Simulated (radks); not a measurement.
# Ga³⁺ in [Ar] 3d10: an all-electron calculation

The task here is to estimate one member of a computed series from the others.

The numbers are computed with radks (a radial shooting solver on a logarithmic mesh, Libxc functionals) version 1 (non-relativistic Kohn-Sham, LDA (Slater exchange, Perdew-Wang correlation), spin-unpolarised, spherical densities, point nucleus), except any that are marked as measured or tabulated.

### The atom as given

* element: gallium (Z = 31)
* charge: +3
* electrons: 28
* configuration: [Ar] 3d10

Outer shells as boxes (Hund's rule):

Ga³⁺
```
[Ar] core
3d [↑↓][↑↓][↑↓][↑↓][↑↓]
```

The first run:

The run's settings:

```text
Z 31
configuration [Ar] 3d10
relativity non-relativistic
functional lda,pw
spin unpolarised
nucleus point
```

The run is started by

```sh
> python run_ks.py task.json out
```

All runs below come from this command, one after another.

One of the session's tables, all rows but one given; the rest of the session is left out.

It belongs to the step «Orbitals and density». From the orbitals of this run (lengths in bohr):

```
level      <r>  outermost maximum (interpolated)  90 % within  nodes
   1s  0.04950                            0.0327       0.0881      0
   2s   0.2219                             0.186        0.343      1
   2p   0.1924                             0.148        0.314      0
   3s        ?                                 ?            ?      ?
   3p   0.6841                             0.571         1.05      1
   3d   0.7837                             0.530         1.34      0
```

Estimate the missing values for 3s.

**Answer.** <r>: 0.6639; outermost maximum (interpolated): 0.574; 90 % within: 0.995; nodes: 2. In the column «<r>» it lies between 2s (0.2219) and 3p (0.6841).
